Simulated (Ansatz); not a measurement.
Born–Oppenheimer molecular dynamics of a periodic cell of 16 atoms, Li (start crystal Li, start structure bcc, volume 1.15 times the crystal's). It starts from a structure without forces on its atoms.

Theory: DFT PBE, scalar-relativistic, plane waves, PAW (Ansatz). Settings: accuracy low, cutoff 420 eV, k mesh 2x2x2, fermi-dirac smearing 0.11 eV, no spin polarisation.

| Quantity | Value |
| --- | --- |
| ensemble | NVT, Langevin thermostat |
| time step | 1 fs |
| steps asked | 130 |
| set temperature | 1300 K |
| friction | 0.02 /fs |
| seed | 113070 |

First frame:

```xyz
16
Lattice="7.3129 0.0000 0.0000 0.0000 7.3129 0.0000 0.0000 0.0000 7.3129" Properties=species:S:1:pos:R:3
Li 0.000 0.000 0.000
Li 3.656 0.000 0.000
Li 0.000 3.656 0.000
Li 0.000 0.000 3.656
Li 1.828 1.828 1.828
Li 3.656 3.656 0.000
Li 3.656 0.000 3.656
Li 5.485 1.828 1.828
Li 0.000 3.656 3.656
Li 1.828 5.485 1.828
Li 1.828 1.828 5.485
Li 3.656 3.656 3.656
Li 5.485 5.485 1.828
Li 5.485 1.828 5.485
Li 1.828 5.485 5.485
Li 5.485 5.485 5.485
```

Task: What does the run give?

Result: All steps were run.

* steps done: 130
* time covered: 130 fs
* mean temperature over the second half: 1191 K
* spread of the potential energy over the second half: 13.9 meV per atom
* mean potential energy of the second half above the start: 160.7 meV per atom

A run of 0.13 ps of so small a system gives no equilibrium averages. Limits of this set-up: coarse k mesh, low accuracy level.

Task: What happens to the structure?

Result: Mean squared displacements from the first frame to the last, about the centre of mass: Li 0.73 Å². The details hang on the random start.

Task: How do temperature and energy run in time?

Result: 
```
time (fs)  T (K)  potential energy less start (eV)
      0.0   1219                             0.000
      4.0   1358                             0.046
      8.0   1073                             0.169
     12.0   1019                             0.350
     16.0    942                             0.576
     20.0   1088                             0.827
     24.0   1105                             1.092
     28.0   1116                             1.387
     32.0    843                             1.686
     36.0    836                             1.895
     40.0    913                             1.987
     44.0    913                             1.954
     48.0    802                             1.926
     52.0   1065                             1.907
     56.0   1021                             1.912
     60.0   1131                             1.962
     64.0   1300                             1.999
     68.0   1161                             2.097
     72.0   1043                             2.197
     76.0   1040                             2.284
     80.0    936                             2.409
     84.0    951                             2.538
     88.0    871                             2.673
     92.0   1097                             2.749
     96.0   1388                             2.731
    100.0   1274                             2.709
    104.0   1269                             2.677
    108.0   1269                             2.649
    112.0   1345                             2.683
    116.0   1549                             2.710
    120.0   1479                             2.758
    124.0   1225                             2.760
    128.0   1212                             2.719
```

Run time: 7.5 min on 1 thread of Arm Neoverse V2, on a shared host, peak memory 0.6 GiB.
